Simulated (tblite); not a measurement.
# Al2ClH5MoO8: the cost of one run

Computed with tblite 0.8.0 and PySCF 2.14.0; each step states its level. No surroundings beyond the atoms listed, unless a continuum is named. Atoms count from 0, parts from 1.

## Step 1: The system as given

17 atoms, charge 0, multiplicity 1; geometry: distance geometry start.

## Step 2: Geometry optimisation with GFN2-xTB

Job settings and geometry (Å):

```
{"job": {"kind": "relax", "xc": "GFN2-xTB", "basis": "xTB"}, "charge": 0, "multiplicity": 1}
O     -0.319538    -3.663100    -0.703472
Al    -1.072477    -2.095364     0.006422
O     -2.810343    -2.273654     0.585655
O     -0.818007    -0.602330    -1.135165
Al     0.305929     0.200507     0.157553
O      2.051895     0.375472    -0.425981
O     -0.459177     1.753549     0.877220
Mo    -2.261904     1.964240     1.411733
O     -2.628781     0.876982     2.916351
O     -3.384323     1.468262    -0.011094
Cl    -2.622466     4.069289     1.933347
O      0.041398    -1.297120     1.279801
H     -0.679988    -4.560821    -0.650594
H     -3.269369    -1.739423     1.271245
H     -1.631735    -0.104652    -1.290650
H      2.844426     0.421811     0.151111
H      0.873937    -1.778389     1.475940
```

Level: GFN2-xTB geometry optimisation, gas phase.

On the command line:

```sh
> OMP_NUM_THREADS=1 python cluster_run.py task.json out
```

One launch serves the whole session: the jobs run in the order shown.

Q: Estimate the wall time of this first job on 1 thread of Intel Xeon Platinum 8559C, shared host.

About 14 s.
